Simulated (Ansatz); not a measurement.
# Li3Mg, space group Fm-3m: a convergence test of the plane-wave cutoff

Run with the Python package of Ansatz (0.2.0).

The script, `ecut_li3mg.py`:
```python
# -*- coding: utf-8 -*-
'''Cutoff test for Li3Mg.'''

import warnings

import ansatz as az
import pandas as pd

FUNCTIONAL = 'pbesol'
FILLING = 'fermi_dirac'


def main():
    warnings.simplefilter('ignore', az.DeckWarning)

    structure = (
        az.Lattice.of([0.0, 3.42888, 3.42888], [3.42888, 0.0, 3.42888], [3.42888, 3.42888, 0.0])
        .atom('Li', [0.25, 0.25, 0.25])
        .atom('Li', [0.5, 0.5, 0.5])
        .atom('Li', [0.75, 0.75, 0.75])
        .atom('Mg', [0.0, 0.0, 0.0])
    )

    model = structure.calculation()
    model = model.functional(FUNCTIONAL).kpoints(7, center='gamma')
    model = model.occupations(FILLING)
    model = model.eigensolver('auto', mixed_precision=False).scf(lower_state_search='standard')
    model = model.forces()
    model = model.stress()

    rows = []
    for value in [250, 325, 400, 475, 550]:
        rep = model.basis(value).run(threads=1, backend='cpu').report
        rows.append((value, rep['free_energy_ev'] / len(rep['lattice']['sites']), rep['n_iterations'], sum(rep['stress_gpa'][i][i] for i in range(3)) / 3, max(abs(f) for row in rep['forces_ev_ang'] for f in row), rep['n_pw']))

    table = pd.DataFrame(rows, columns=['cutoff (eV)', 'F/atom (eV)', 'iterations', 'P (GPa)', 'max component (eV/A)', 'plane waves'])
    print(table.round(5).to_string(index=False))

    # differences from the last row
    for row in rows[:-1]:
        shift = 1000 * (row[1] - rows[-1][1])
        print(f'{row[0]}: {shift:+.2f} meV/atom' + ('  (within 5 meV)' if abs(shift) < 5 else ''))


if __name__ == '__main__':
    main()
```

```console
$ python ecut_li3mg.py
 cutoff (eV)  F/atom (eV)  iterations  P (GPa)  max component (eV/A)  plane waves
         250   -630.22217           6 -0.06274                   0.0          725
         325   -630.29436           6 -0.07896                   0.0         1067
         400   -630.29603           6 -0.08118                   0.0         1459
         475   -630.29616           6 -0.08217                   0.0         1917
         550   -630.29624           6 -0.08239                   0.0         2397
250: +74.08 meV/atom
325: +1.88 meV/atom  (within 5 meV)
400: +0.21 meV/atom  (within 5 meV)
475: +0.08 meV/atom  (within 5 meV)
```

From 325 eV on it stays within 5 meV an atom of the value at 550 eV; the first row (250 eV) is off by 74.1 meV and the last but one by 0.08 meV. The energy falls steadily, as expected when plane waves are added. The pressure moves from -0.06 to -0.08 GPa (the program's stress holds a Pulay correction, so it settles early).

What to keep in mind:
- For a metal this k-point mesh is coarse: on a finer one energies can move by several to tens of meV an atom and pressures by half a GPa or more, differences at one mesh by less.
- Forces vanish by symmetry here and test nothing.
- Pressure is positive in compression.
- This cell is a computed structure, which may not be the phase found in nature.
- Shifts are counted from the last row, which is itself no proven limit.
- The script silences the warnings on its input, which a real study should read.
- The whole script took 5.2 s on 1 thread of AMD EPYC 7R43 64-Core Processor (Zen 3), on a shared host, peak memory 0.5 GiB.

(A comment or docstring line of the script was reworded after the run, the code is as it ran; lines on the test bed's own set-up are left out of the output.)
